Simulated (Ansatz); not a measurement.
# WCl+ (quintet): from Hartree-Fock to the top rungs, def2-SVP

The task here is to estimate one member of a computed series from the others.

Method: def2-SVP, core rule «outside noble gas», up to 9 orbitals frozen; program: Ansatz 0.2.0, Gaussian basis.

Plan: UHF; CCSD(T) on ROHF; CCSD(T) on UHF; CISD as a restricted active space (open shells left free, so some higher excitations enter); CCSDT(Q) on ROHF; CCSDT(Q) on UHF; CASSCF and MRCISD+Q, 12 electrons in 10 orbitals; CASSCF and MRCISD+Q(relaxed), 12 electrons in 10 orbitals; CASSCF and NEVPT2, 12 electrons in 10 orbitals.

15 further runs of the same task are left out: 2 for a known fault of the program, 7 that didn't finish, 6 set aside as unsound or not needed. Runs told in other sessions of the task aren't counted.

## What is computed

The geometry is a PBE0/def2-TZVP stationary point (not a proven minimum). No spin-orbit coupling is included. Elements past krypton take def2 core potentials.

2 atoms, charge 1, spin multiplicity 5.

Atoms are counted from 1 here; the program's logs count them from 0.

Bond lengths: W1–Cl2 2.156 Å.

The first run:

The input, in.yaml:

```yaml
crystal:
  periodic: [false, false, false]
  atoms:
    - {symbol: W, position_ang: [0.000000, 0.000000, 0.000000]}
    - {symbol: Cl, position_ang: [0.000000, 0.000000, 2.156200]}
basis:
  gaussian: {orbitals: def2-SVP}
total_charge: 1
magnetization: {spin_polarized: true, initial_magnetization: 4}
hamiltonian: {xc: hf}
output: {orbitals: {seedname: orbitals}}
```

Launch:

```console
ansatz run in.yaml --threads 1 --pin off --events-out ev --progress --plain --max-ram 2393MiB
```

Steps of the session up to this table: UHF; CCSD(T) on ROHF; CCSD(T) on UHF; CISD as a restricted active space (open shells left free, so some higher excitations enter); CCSDT(Q) on ROHF; CCSDT(Q) on UHF; CASSCF and MRCISD+Q, 12 electrons in 10 orbitals; CASSCF and MRCISD+Q(relaxed), 12 electrons in 10 orbitals; CASSCF and NEVPT2, 12 electrons in 10 orbitals.

One table of the session follows, with a row left open; its other results are not shown here.

It belongs to the step «Misses and costs». 

```
                   method  from RCCSDT(Q) (meV)
                     ROHF               +6224.7
                      UHF               +6025.5
                     RMP2                +789.6
                     UMP2                     ?
                    RCCSD                +256.2
                    UCCSD                +163.1
                 RCCSD(T)                 +32.4
                 UCCSD(T)                 -56.9
                   RCCSDT                  +6.3
                   UCCSDT                 -83.5
                RCCSDT(Q)                     0
                UCCSDT(Q)                -102.5
           CASSCF valence               +5162.0
           NEVPT2 valence               +1109.6
           MRCISD valence                +390.3
         MRCISD+Q valence                 +45.9
MRCISD+Q(relaxed) valence                 +23.9
```

Q: Estimate the row for UMP2 from the others.

**Answer.** from RCCSDT(Q) (meV): +654.3. In the column «from RCCSDT(Q) (meV)» it lies between MRCISD valence (+390.3) and RMP2 (+789.6).

Not comparable, so not listed: CISD as a restricted active space (open shells left free, so some higher excitations enter) (they don't share determinant, frozen orbitals or solution with the rows shown, or repeat one).

Caveats from the session: Restricted and unrestricted rows rest on different reference determinants; a gap between their highest levels can come from leftover correlation error, from unlike frozen cores or from another state.
